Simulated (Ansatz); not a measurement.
**CH5NSSi: small, medium and large basis sets**

An exercise on one series of results from a longer session: the logs are not shown, and one member is left open.

The runs use Ansatz 0.2.0, Gaussian basis; one geometry, several basis sets.

The runs, in order: PBE0-D4/def2-SVP; ωB97M-V/def2-SVP; PBE0-D4/def2-QZVPP; ωB97M-V/def2-QZVPP; the functionals' def2-TZVPP values are taken from earlier runs.

### The relaxed structure

The geometry comes from an earlier relaxation with PBE0-D4 in a triple-zeta def2 set; it is a stationary point, not always the lowest conformer.

SMILES `SC1N[SiH2]1`, 9 atoms, charge 0, spin multiplicity 1.

Atoms are counted from 1 here; the program's logs count them from 0.

Bond lengths: S1–C2 1.782 Å, S1–H5 1.348 Å, C2–N3 1.485 Å, C2–Si4 1.838 Å, C2–H6 1.086 Å, N3–Si4 1.723 Å, N3–H7 1.010 Å, Si4–H8 1.478 Å, Si4–H9 1.477 Å. Angles: C2–S1–H5 97.5°, S1–C2–N3 119.8°, S1–C2–Si4 116.4°, S1–C2–H6 113.3°, N3–C2–Si4 61.4°, N3–C2–H6 113.6°, Si4–C2–H6 122.9°, C2–N3–Si4 69.5°, C2–N3–H7 115.6°, Si4–N3–H7 124.8°, C2–Si4–N3 49.1°, C2–Si4–H8 117.1°, C2–Si4–H9 123.8°, N3–Si4–H8 121.3°, N3–Si4–H9 116.6°, H8–Si4–H9 114.0°.

The first run:

in.yaml

```yaml
crystal:
  periodic: [false, false, false]
  atoms:
    - {symbol: S, position_ang: [-1.119334, 0.385388, -1.555592]}
    - {symbol: C, position_ang: [-0.362097, 0.562856, 0.047678]}
    - {symbol: N, position_ang: [1.081878, 0.262800, 0.217941]}
    - {symbol: Si, position_ang: [0.120042, -0.992947, 0.899903]}
    - {symbol: H, position_ang: [-0.616030, 1.504229, -2.113331]}
    - {symbol: H, position_ang: [-0.687183, 1.452058, 0.580681]}
    - {symbol: H, position_ang: [1.614419, 0.181532, -0.636648]}
    - {symbol: H, position_ang: [-0.115810, -2.259171, 0.174287]}
    - {symbol: H, position_ang: [0.172615, -1.143042, 2.367980]}
basis:
  gaussian: {orbitals: def2-SVP}
hamiltonian: {xc: pbe0, dispersion: d4}
output: {orbitals: {seedname: orbitals}}
```

On the command line:

```console
$ ansatz run in.yaml --threads 2 --pin off --events-out ev --progress --plain --max-ram 4352MiB
```

Steps of the session up to this table: PBE0-D4 in def2-SVP; ωB97M-V in def2-SVP; PBE0-D4 in def2-QZVPP; ωB97M-V in def2-QZVPP.

One table of the session follows, with a row left open; its other results are not shown here.

It belongs to the step «Functionals by basis». 

| functional | basis | HOMO (eV) | LUMO (eV) |
| --- | --- | --- | --- |
| PBE0-D4 | def2-SVP | ? | ? |
| PBE0-D4 | def2-TZVPP | -6.93 | -0.42 |
| PBE0-D4 | def2-QZVPP | -6.97 | -0.55 |
| ωB97M-V | def2-SVP | -8.99 | 1.98 |
| ωB97M-V | def2-TZVPP | -9.14 | 1.29 |
| ωB97M-V | def2-QZVPP | -9.18 | 0.99 |

**Question.** Estimate the row for PBE0-D4, def2-SVP.

**Answer.** HOMO (eV): -6.80; LUMO (eV): 0.04. In the column «HOMO (eV)» it is the highest.
